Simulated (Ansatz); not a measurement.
# AlSn (P-6m2) in Ansatz: reference runs

How does AlSn come out in PBEsol? The cell is run as given and disturbed.

All numbers are computed with Ansatz 0.2.0; they aren't measurements. Logs are shortened: lines on timing, memory, paths and dates and some standing lists are left out, and cuts for length are marked.

## Step 1: The crystal as given

It takes space group P-6m2 (No. 187, hexagonal). The conventional cell has a = 4.198 Å, b = 4.198 Å, c = 3.307 Å, α = 90.00°, β = 90.00°, γ = 120.00°. Around Sn (site symmetry -6m2) lie 6 Al at 2.93 Å and 2 Sn at 3.31 Å. Around Al (site symmetry -6m2) lie 6 Sn at 2.93 Å and 2 Al at 3.31 Å.

The cell comes from a database or a generator and needn't be the stable form of this composition.

## Step 2: Single point, PBEsol

Input file input.yaml:

```yaml
crystal:
  lattice:
    - [4.1981056157, 0.0, 0.0]
    - [-2.0990528078, 3.6356661109, 0.0]
    - [0.0, 0.0, 3.306847]
  atoms:
    - { symbol: Sn, position: [0.3333333333, 0.6666666667, 0.5] }
    - { symbol: Al, position: [0.0, 0.0, 0.0] }
hamiltonian:
  xc: pbesol
  pseudopotentials: { kind: paw }
kpoints:
  mp_grid: { grid: [7, 7, 8] }
scf:
  occupations: { method: fermi_dirac, width: 0.05 }
output:
  forces: true
  stress: true
  eigenvalues: true
```

Potentials or basis: Ansatz PAW.

Launch:

```console
> ansatz run input.yaml --threads 2 --pin off --max-ram 5632MiB --backend cpu --events-out ev --progress --plain --runs-dir out
```

What it wrote:

```text
Warning: RAYON_NUM_THREADS=2 ignored (pool sized by the plan → 2); use --threads N
Engine: ansatz 0.2.0, aarch64-unknown-linux-gnu
Pseudopotentials: kind: paw
Pseudopotential: Sn, paw, valence charge 14, recommended cutoff 420 eV (normal), Sn.paw.azcp
Pseudopotential: Al, paw, valence charge 3, recommended cutoff 420 eV (normal), Al.paw.azcp
Functional definition: PBEsol
  exchange = pbesol_x
  correlation = pbesol_c
Crystal: 2 atoms, lattice volume = 50.472 Å³
Basis set: ecut = 420 eV, 953 PW (Γ), exchange–correlation on 60×60×48 points (8 copies of the dense FFT grid, shifted against one another)
Bands: 13, of which v1, the nominal top of the filled ones, is band 9 counted from 1 (8 counted from 0)
Symmetry: 12 space group operations
Space group: P-6m2 (ITA 187), of the structure as read, at distance tolerance 3.7e-5 Å
k-points: 40 of 392 (time reversal used)
Non-local potential: Sn, projectors of the file, l = 0: 2, l = 1: 2, l = 2: 2, l = 3: 2
Non-local potential: Al, projectors of the file, l = 0: 2, l = 1: 2, l = 2: 1
PAW form: soft (Blöchl's): semilocal exchange-correlation on the pseudo side does not see the compensation charge
PAW frozen core: Sn, regenerated for the run's functional, and the local potential with it (the file was generated under x = pbe(κ = 0.804, μ = 0.2195149727645171), c = pbe(β = 0.06672455060314922))
PAW frozen core: Al, regenerated for the run's functional, and the local potential with it (the file was generated under x = pbe(κ = 0.804, μ = 0.2195149727645171), c = pbe(β = 0.06672455060314922))
PAW one-centre angular grid: Sn, 590 points (default); XC on 64 Gauss nodes
PAW one-centre angular grid: Al, 110 points (default); XC on 64 Gauss nodes
Initial density: superposition of atomic densities (neutral atoms: chi_scale 0, normalization atom), corrected by the library's trained network
Initial wavefunctions: pseudopotential atomic-orbital guess
Functional: x = pbesol(κ = 0.804, μ = 0.12345679012345678), c = pbesol(β = 0.046)
SCF iter   1: F=—  HF=-6473.944630 eV  |F-HF|=—  |Δ(HF+E_count)|=         —  Δρ=2.69e-3  dr2=4.23e-3  ethr=1.77e-3  ⟨swp⟩=5.9  Hψ=3316  notcnv=0
preconditioner: auto → none  [metal: Δε(μ)=0.115 eV  Ē_g=18.239 eV  σ=0.050 eV  W_gap=0.46  n_scr=8 (ndim 8)  ℏωp=21.6 eV  f_vac=0.000  D(μ)=0.36/eV (n_scr^D=0)  sad-step TF]
SCF iter   2: F=—  HF=-6473.942990 eV  |F-HF|=—  |Δ(HF+E_count)|=   1.64e-3  Δρ=1.71e-3  dr2=1.73e-3  ethr=2.49e-5  ⟨swp⟩=1.3  Hψ=852  notcnv=0
SCF iter   3: F=—  HF=-6473.942560 eV  |F-HF|=—  |Δ(HF+E_count)|=   4.31e-4  Δρ=7.71e-4  dr2=2.25e-4  ethr=1.01e-5  ⟨swp⟩=2.0  Hψ=841  notcnv=0
SCF iter   4: F=—  HF=-6473.942437 eV  |F-HF|=—  |Δ(HF+E_count)|=   1.23e-4  Δρ=3.08e-4  dr2=2.56e-5  ethr=1.32e-6  ⟨swp⟩=2.2  Hψ=784  notcnv=0
SCF iter   5: F=—  HF=-6473.942429 eV  |F-HF|=—  |Δ(HF+E_count)|=   8.16e-6  Δρ=1.20e-4  dr2=5.21e-6  ethr=1.50e-7  ⟨swp⟩=2.0  Hψ=841  notcnv=0
SCF iter   6: F=—  HF=-6473.942426 eV  |F-HF|=—  |Δ(HF+E_count)|=   3.07e-6  Δρ=3.09e-5  dr2=4.01e-7  ethr=3.06e-8  ⟨swp⟩=2.0  Hψ=711  notcnv=0
SCF iter   7: F=-6473.942426 eV  HF=-6473.942426 eV  |F-HF|=1.59e-8  |Δ(HF+E_count)|=   2.20e-7  Δρ=6.30e-6  dr2=1.25e-8  ethr=5.88e-10  ⟨swp⟩=6.0  Hψ=2142  notcnv=0
SCF 1 converged in 7 iterations: F = -6473.942426 eV  dr2 = 1.25e-8
SCF converged after 7 iterations
Free energy (F): -6473.942426 eV
Harris-Foulkes:  -6473.942426 eV  (|F-HF|=1.59e-8)
Internal energy: -6473.938486 eV  (E = F + TS)
E sigma→0 (E₀):  -6473.940456 eV
Entropy (-TS):   -0.003939 eV (-1.970 meV/atom)
Fermi energy:    7.777635 eV
--- Per-component energies (eV) ---
  E_band       = -109.557806
  E_kinetic    = 207.803618
  E_local      = -1144.642087  (includes V_loc(G=0)·N_el)
  E_nonlocal   = -19.867948
  E_hartree    = 665.061077
  E_xc         = -417.522491
  E_vxc        = -124.636490  (∫ρ·V_xc dr)
  E_paw        = -4519.725562  (= ΣΔE_a)
  E_vpaw       = -358.341875  (= ΣTr[D̂ρ^β])
  E_aug_tail   = -0.000003  (compensation charges beyond the density's cutoff)
  E_ewald      = -1245.349068
  E_core_change = 0.303979  (= ΣΔE_core)
  E_smearing   = -0.003939  (= −TS)
  E_closure    = -0.000000  (closes the sum)
  Σ components = -6473.942426   (vs F -6473.942426, Δ=0.00e0)
--- Forces (eV/Å), atoms counted from 1 ---
  atom   1  Sn     0.00000000     0.00000000     0.00000000
  atom   2  Al    -0.00000000    -0.00000000     0.00000000
  max |Σ_I F_I| component: 0.00e0 eV/Å
--- Stress (GPa, compression-positive) ---
       -1.857549       0.000000       0.000000
        0.000000      -1.857549       0.000000
        0.000000       0.000000      -1.684603
  P = ⅓ Tr σ = -1.7999 GPa (-17.999 kbar)
--- Band table (eV; the first three rows and the last of 40) ---
  k-point 0: bands = ["-13.5118", "-13.4025", "-13.4025", "-13.3847", "-13.3847", "-2.6840", "7.5620", "7.5620", "8.4597", "10.3709", "10.8991", "10.8991", "12.9226"]
  k-point 1: bands = ["-13.4857", "-13.4014", "-13.4014", "-13.3942", "-13.3942", "-2.4652", "7.7912", "7.7912", "7.9505", "8.9974", "11.0721", "11.0721", "13.8232"]
  k-point 2: bands = ["-13.4224", "-13.4174", "-13.4174", "-13.3983", "-13.3983", "-1.8090", "5.4194", "8.4614", "8.4614", "9.4040", "11.5495", "11.5495", "14.3018"]
  k-point 39: bands = ["-13.4609", "-13.4565", "-13.3890", "-13.3812", "-13.3196", "2.2224", "3.8662", "4.8251", "5.4991", "7.1076", "8.1435", "14.8854", "15.2662"]
```

It took 2 s on 2 threads of Arm Neoverse V1, shared host; peak memory 0.31 GiB.

Results:

```
Free energy            : -6473.9424 eV
Pressure               : -1.8 GPa
Band gap on the k mesh : none (metal or under the smearing width)
```

Stress tensor (GPa, compression positive):
```
-1.86  0.00  0.00
 0.00 -1.86  0.00
 0.00  0.00 -1.68
```

Levels at points of the mesh, in eV from the Fermi level:
```csv
k point,band 4,band 5,band 6,band 7,band 8,band 9,band 10,band 11,band 12,band 13
"(0.00, 0.00, 0.00)",-21.16,-21.16,-10.46,-0.22,-0.22,0.68,2.59,3.12,3.12,5.14
"(0.00, 0.00, -0.50)",-21.17,-21.11,-7.45,-6.21,2.70,2.70,3.60,3.60,3.76,4.15
```

Caveat: the PAW data sets come from PBE, with cores solved anew for the run's functional, which leaves a small shift of forces and pressure.

## Step 3: Single point, PBEsol (atoms moved at random, drawn with an rms of 0.05 Å)

input.yaml: that of step 2 with these lines changed.

```diff
@@ -6,4 +6,4 @@
   atoms:
-    - { symbol: Sn, position: [0.3333333333, 0.6666666667, 0.5] }
-    - { symbol: Al, position: [0.0, 0.0, 0.0] }
+    - { symbol: Sn, position: [0.331463, 0.66059, 0.495865] }
+    - { symbol: Al, position: [0.005642, 0.004275, -0.005453] }
 hamiltonian:
```

Potentials or basis: Ansatz PAW.

Launch:

```console
> ansatz run input.yaml --threads 2 --pin off --max-ram 5632MiB --backend cpu --events-out ev --progress --plain --runs-dir out
```

It took 6.4 s on 2 threads of Arm Neoverse V1, shared host; peak memory 0.43 GiB.

Results (log left out):

```yaml
Free_energy: -6473.9397 eV
Pressure: -1.8 GPa
Largest_force: 0.143 eV/Å
Band_gap_on_the_k_mesh: none (metal or under the smearing width)
```

Forces in eV/Å, atoms in the order of the input:
```
Sn   0.032  0.139 -0.007
Al  -0.032 -0.139  0.007
```

Stress tensor (GPa, compression positive):
```
-2.23 -0.10  0.00
-0.10 -1.43 -0.01
 0.00 -0.01 -1.67
```

Levels at points of the mesh, in eV from the Fermi level:
```
            k point  band 5  band 6  band 7  band 8  band 9  band 10  band 11  band 12
 (0.00, 0.00, 0.00)  -21.16  -10.46   -0.29   -0.13    0.69     2.60     3.03     3.22
(0.00, 0.00, -0.50)  -21.11   -7.45   -6.21    2.64    2.77     3.57     3.64     3.76
```

Caveat: the PAW data sets come from PBE, with cores solved anew for the run's functional, which leaves a small shift of forces and pressure.
